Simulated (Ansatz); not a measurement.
Run this with Ansatz's Python interface and show what comes out.

`c2h8sesi.xyz`
```text
12

C    -0.77520    1.51220   -0.01120
Si   -0.36880    0.19420    1.17010
Se    1.67380   -0.61970    0.64610
C     1.12370   -1.49710   -0.94760
H    -0.88480    1.13880   -1.06860
H    -1.80730    1.99840    0.26260
H    -0.02540    2.35560    0.01470
H    -1.32160   -0.86590    1.08910
H    -0.33950    0.76110    2.57760
H     0.66540   -0.75460   -1.63860
H     0.23330   -2.22270   -0.65850
H     1.90330   -2.05540   -1.40160
```

The script, `run_energy.py`:
```python
"""Electronic structure of the C2H8SeSi molecule."""

from pathlib import Path
import argparse

import ansatz as az

parser = argparse.ArgumentParser(description="Electronic structure of the C2H8SeSi molecule.")
parser.add_argument("--basis", required=True, help="Gaussian basis set")
parser.add_argument("--level", required=True, help="wavefunction method")
args = parser.parse_args()

molecule = az.Crystal.molecule_from_extxyz("c2h8sesi.xyz")

job = (
    molecule.calculation()
    .basis(gaussian=args.basis)
    .correlation(args.level)
    .orbitals()
)
result = job.run(threads=1, pin="off", runs_dir="c2h8sesi_runs")
rep = result.report

for key in ("converged", "free_energy_ev", "reference_energy_ev", "n_frozen", "n_occupied", "n_virtual"):
    print(f"{key:22s} {rep[key]}")

print("correlation energy", round(rep["free_energy_ev"] - rep["reference_energy_ev"], 5), "eV")
cluster = rep["correlation"].get("coupled_cluster")
if cluster:
    print("cycles", cluster["cycles"], " T1 diagnostic", round(cluster["t1_diagnostic"], 4), " largest double", round(cluster["largest_double"], 4))

lines = Path(rep["orbitals_path"]).read_text().splitlines()
field_of = lambda key: [line.split("=")[1].strip() for line in lines if line.startswith(key)]
orbitals = [(27.211386 * float(e), s, float(n)) for e, s, n in zip(field_of("Ene="), field_of("Spin="), field_of("Occup="))]
homo = max(e for e, _, n in orbitals if n > 0.5)
lumo = min(e for e, _, n in orbitals if n < 0.5)
for e, spin, n in sorted(orbitals):
    if homo - 15 < e < lumo + 5:
        print(f"{spin:6s} {e:10.3f} eV  occupation {n:.0f}")
```

Running `python run_energy.py --basis cc-pVDZ --level ccsd` prints:
```text
converged              True
free_energy_ev         -75368.5738049966
reference_energy_ev    -75352.38348578244
n_frozen               16
n_occupied             [18, 18]
n_virtual              [79, 79]
correlation energy -16.19032 eV
cycles 8  T1 diagnostic 0.0082  largest double 0.0185
Alpha     -22.614 eV  occupation 2
Alpha     -18.539 eV  occupation 2
Alpha     -16.408 eV  occupation 2
Alpha     -15.431 eV  occupation 2
Alpha     -15.242 eV  occupation 2
Alpha     -14.691 eV  occupation 2
Alpha     -13.286 eV  occupation 2
Alpha     -13.004 eV  occupation 2
Alpha     -12.416 eV  occupation 2
Alpha     -10.694 eV  occupation 2
Alpha      -8.792 eV  occupation 2
Alpha       4.059 eV  occupation 0
Alpha       4.202 eV  occupation 0
Alpha       4.741 eV  occupation 0
Alpha       5.478 eV  occupation 0
Alpha       5.756 eV  occupation 0
Alpha       6.212 eV  occupation 0
Alpha       6.456 eV  occupation 0
Alpha       6.747 eV  occupation 0
Alpha       6.911 eV  occupation 0
Alpha       7.440 eV  occupation 0
Alpha       8.242 eV  occupation 0
```

What to keep in mind:
- Total energies depend on the basis set; only differences at equal settings carry meaning.
- The geometry is a force-field or estimated start, not a minimum of this method, and the basis set is short of its limit.
- Alpha marks a spatial orbital of a restricted run, filled by both spins.
- Levels such as HOMO and LUMO are orbital energies: in Hartree-Fock the gap is too wide and the LUMO hangs on the basis.
- Inner cores stay frozen; a filled d shell under the valence of the heavier atoms is correlated with it.
- Wall time of the script: 10 s on 1 thread of Arm Neoverse V2, with other jobs on the host, peak memory 0.61 GiB.
